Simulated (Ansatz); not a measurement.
**H5NO2Si: ionisation energy by level of theory**

How much energy removes an electron from H5NO2Si at fixed geometry? The cation is run at each level and the neutral's energy taken from earlier runs.

Computed with Ansatz 0.2.0, Gaussian basis. Level: unrestricted cation, the program's frozen cores in correlated methods.

The runs, in order: UKS PBE-D4/def2-TZVPP; UKS r2SCAN-D4/def2-TZVPP; UKS PBE0-D4/def2-TZVPP; UKS B3LYP-D4/def2-TZVPP; UKS wB97X-V/def2-TZVPP; UKS wB97M-V/def2-TZVPP; UKS B2PLYP/def2-TZVPP; UHF-CCSD(T)/def2-TZVPP; UHF-MP2/def2-QZVPP; extrapolation to the limit; then −ε(HOMO) from the neutral's earlier runs with LDA (SPW92), PBE-D4, revPBE-D4, BLYP-D4, r2SCAN-D4, B97M-V, PBE0-D4, B3LYP-D4, r2SCANh-D4, r2SCAN0-D4, HSE06-D4, BHLYP-D4, CAM-B3LYP-D4, LC-ωPBE, ωB97X-V, ωB97M-V.

## 1. The geometry

All runs share one geometry, relaxed beforehand with PBE0-D4 in a triple-zeta def2 set.

SMILES `N[SiH](O)O`, 9 atoms, charge 0, spin multiplicity 1.

Atoms are counted from 1 here; the program's logs count them from 0.

Bond lengths: N1–Si2 1.714 Å, N1–H5 1.008 Å, N1–H6 1.008 Å, Si2–O3 1.639 Å, Si2–O4 1.639 Å, Si2–H7 1.475 Å, O3–H8 0.959 Å, O4–H9 0.959 Å. Angles: Si2–N1–H5 119.6°, Si2–N1–H6 119.6°, H5–N1–H6 110.7°, N1–Si2–O3 107.1°, N1–Si2–O4 107.1°, N1–Si2–H7 118.3°, O3–Si2–O4 116.1°, O3–Si2–H7 104.4°, O4–Si2–H7 104.4°, Si2–O3–H8 117.1°, Si2–O4–H9 117.0°.

Coordinates:

| atom | x (Å) | y (Å) | z (Å) |
| --- | --- | --- | --- |
| N1 | -1.2091 | 0.2421 | -0.1902 |
| Si2 | 0.5012 | 0.2764 | -0.0778 |
| O3 | 1.0734 | -0.8972 | -1.0690 |
| O4 | 0.8831 | 0.1283 | 1.5095 |
| H5 | -1.7612 | 0.8025 | 0.4398 |
| H6 | -1.6478 | 0.1885 | -1.0959 |
| H7 | 1.2061 | 1.4972 | -0.5116 |
| H8 | 0.6356 | -1.7493 | -1.0343 |
| H9 | 0.4071 | -0.5348 | 2.0121 |

## 2. Cation, UKS PBE-D4/def2-TZVPP

File in.yaml:

```yaml
crystal:
  periodic: [false, false, false]
  atoms:
    - {symbol: N, position_ang: [-1.209105, 0.242119, -0.190171]}
    - {symbol: Si, position_ang: [0.501233, 0.276407, -0.077800]}
    - {symbol: O, position_ang: [1.073396, -0.897206, -1.068961]}
    - {symbol: O, position_ang: [0.883089, 0.128262, 1.509486]}
    - {symbol: H, position_ang: [-1.761158, 0.802496, 0.439846]}
    - {symbol: H, position_ang: [-1.647789, 0.188543, -1.095902]}
    - {symbol: H, position_ang: [1.206132, 1.497163, -0.511570]}
    - {symbol: H, position_ang: [0.635575, -1.749252, -1.034269]}
    - {symbol: H, position_ang: [0.407126, -0.534832, 2.012142]}
basis:
  gaussian: {orbitals: def2-TZVPP}
total_charge: 1
magnetization: {spin_polarized: true, initial_magnetization: 1}
hamiltonian: {xc: pbe, dispersion: d4}
```

Command:

```
ansatz run in.yaml --threads 2 --pin off --events-out ev --progress --plain --max-ram 22528MiB --backend cpu
```

The runs that follow: Cation, UKS r2SCAN-D4/def2-TZVPP; Cation, UKS PBE0-D4/def2-TZVPP; Cation, UKS B3LYP-D4/def2-TZVPP; Cation, UKS wB97X-V/def2-TZVPP; Cation, UKS wB97M-V/def2-TZVPP; Cation, UKS B2PLYP (frozen core)/def2-TZVPP; Cation, UHF-CCSD(T)/def2-TZVPP; Cation, UHF-MP2/def2-QZVPP.

Q: Predict the results of all the runs planned. Wanted: ionisation energy, CCSD(T)/CBS; nearest functional by difference; nearest −ε(HOMO); −ε(HOMO) of PBE; T1 of the cation.

As calculated:

| quantity | value |
| --- | --- |
| ionisation energy, CCSD(T)/CBS | 10.55 eV |
| nearest functional by difference | ωB97X-V (-0.18 eV) |
| nearest −ε(HOMO) | LC-ωPBE (+0.13 eV) |
| −ε(HOMO) of PBE | 6.29 eV |
| T1 of the cation | 0.019 |

**Reading.** By cation minus neutral, the functionals miss by 0.59 eV at most. The PBE orbital energy is 4.3 eV too small: a semilocal HOMO is no ionisation energy. Among orbital estimates LC-ωPBE comes nearest. Hartree-Fock falls 1.49 eV short, as the neutral has more correlation energy than the cation.
